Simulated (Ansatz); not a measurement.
C4H9GaO, SMILES C#[C][GaH2-][O+](C)C, a single point in a Gaussian basis

With Ansatz 0.2.0 through its Python package.

The script reads `c4h9gao.xyz`:
```text
15

C     2.58770    2.38230    0.49600
C     1.98970    1.33610    0.50390
Ga    1.02000   -0.35350    0.51430
O    -0.79130   -0.03580    0.21500
C    -1.50890   -1.22950    0.47810
C    -0.97240    0.32130   -1.14490
H     3.11270    3.30110    0.48890
H     1.60490   -1.31640   -0.63700
H     1.21650   -1.06300    1.94680
H    -2.59880   -1.07040    0.31990
H    -1.17400   -2.08070   -0.16060
H    -1.39320   -1.51680    1.54630
H    -2.04500    0.53440   -1.35050
H    -0.42470    1.26290   -1.36900
H    -0.62330   -0.47200   -1.84710
```

Typed at the interpreter:
```pycon
>>> import ansatz as az
>>> import numpy as np
>>> system = az.Crystal.molecule_from_extxyz("c4h9gao.xyz")
>>> model = (
...     system.calculation()
...     .basis(gaussian="def2-SVP")
...     .functional("hf")
...     .forces()  # minus the gradient of the free energy
... )
>>> done = model.run()
>>> rep = done.report
>>> rep["converged"], rep["free_energy_ev"]
(True, -58621.27884422535)
>>> rep["reference_energy_ev"]
-58621.27884422535
>>> for key in ("converged", "free_energy_ev", "reference_energy_ev", "n_frozen", "n_occupied", "n_virtual"):
...     print(f"{key:22s} {rep[key]}")
...
converged              True
free_energy_ev         -58621.27884422535
reference_energy_ev    -58621.27884422535
n_frozen               0
n_occupied             [36, 36]
n_virtual              [111, 111]
>>> field = rep["mean_field"]
>>> print("<S^2> =", round(abs(field["state"]["spin_squared"]), 4), " all-electron relativity setting:", field["relativity"])
<S^2> = 0.0  all-electron relativity setting: none
>>> print("passes:", field["passes"])
passes: {'evaluations': 10, 'products': 21}
>>> if "symmetry" in field:
...     print("occupied orbitals by irrep:", field["symmetry"]["occupied"])
...
occupied orbitals by irrep: [{'A': 36}, {'A': 36}]
>>> symbols = [site.symbol for site in system.cartesian_sites]
>>> print("forces (eV/A)")
forces (eV/A)
>>> for symbol, f in zip(symbols, rep["forces_ev_ang"]):
...     print(f"  {symbol:2s} {f[0]:9.4f} {f[1]:9.4f} {f[2]:9.4f}")
...
  C    -0.3031   -0.4970   -0.0191
  C    -0.1088    1.0099   -0.2011
  Ga    4.3971   -1.1612    1.4463
  O    -1.9139   -0.7947   -1.4040
  C    -1.6585   -1.3824    1.2013
  C    -0.7047    1.4957   -1.9083
  H     0.2139    0.2731    0.0210
  H    -0.6780    0.1366   -0.1425
  H    -0.6138    0.1240   -0.1447
  H     0.8850    0.1099   -0.0912
  H    -0.0515    0.8925    0.4142
  H     0.2219    0.4332   -0.9185
  H     0.7229   -0.3080    0.3980
  H    -0.2090   -0.8493    0.4857
  H    -0.1991    0.5177    0.8630
>>> charges = rep["charge_distribution"]
>>> dipole = np.array(charges["dipole_moment_e_ang"]) * 4.803205
>>> print("dipole (D): {:.3f} {:.3f} {:.3f}, length {:.3f}".format(*dipole, np.linalg.norm(dipole)))
dipole (D): -6.426 -0.456 -2.465, length 6.898
>>> print("atom  Mulliken   Lowdin")
atom  Mulliken   Lowdin
>>> for symbol, m, l in zip(symbols, charges["mulliken_charges_e"], charges["lowdin_charges_e"]):
...     print(f"{symbol:4s} {m:9.3f} {l:8.3f}")
...
C       -0.304   -0.104
C       -0.112   -0.067
Ga       0.646   -0.272
O       -0.662    0.196
C        0.175    0.183
C        0.166    0.185
H        0.050    0.015
H       -0.235   -0.112
H       -0.248   -0.112
H        0.067   -0.002
H        0.087    0.022
H        0.106    0.025
H        0.066   -0.003
H        0.107    0.028
H        0.090    0.020
```

Notes:
- Total energies depend on the basis set; only differences at equal settings carry meaning.
- The geometry is a force-field or estimated start, not a minimum of this method, and the basis set is short of its limit.
- The Löwdin charges here are taken after orthogonalising the functions within each atom; they differ from plain Löwdin charges, and their signs can be unphysical.
- Wall time of the script: 4.6 s on 1 thread of INTEL(R) XEON(R) PLATINUM 8581C CPU @ 2.10GHz (Emerald Rapids), on a shared host, peak memory 0.43 GiB.
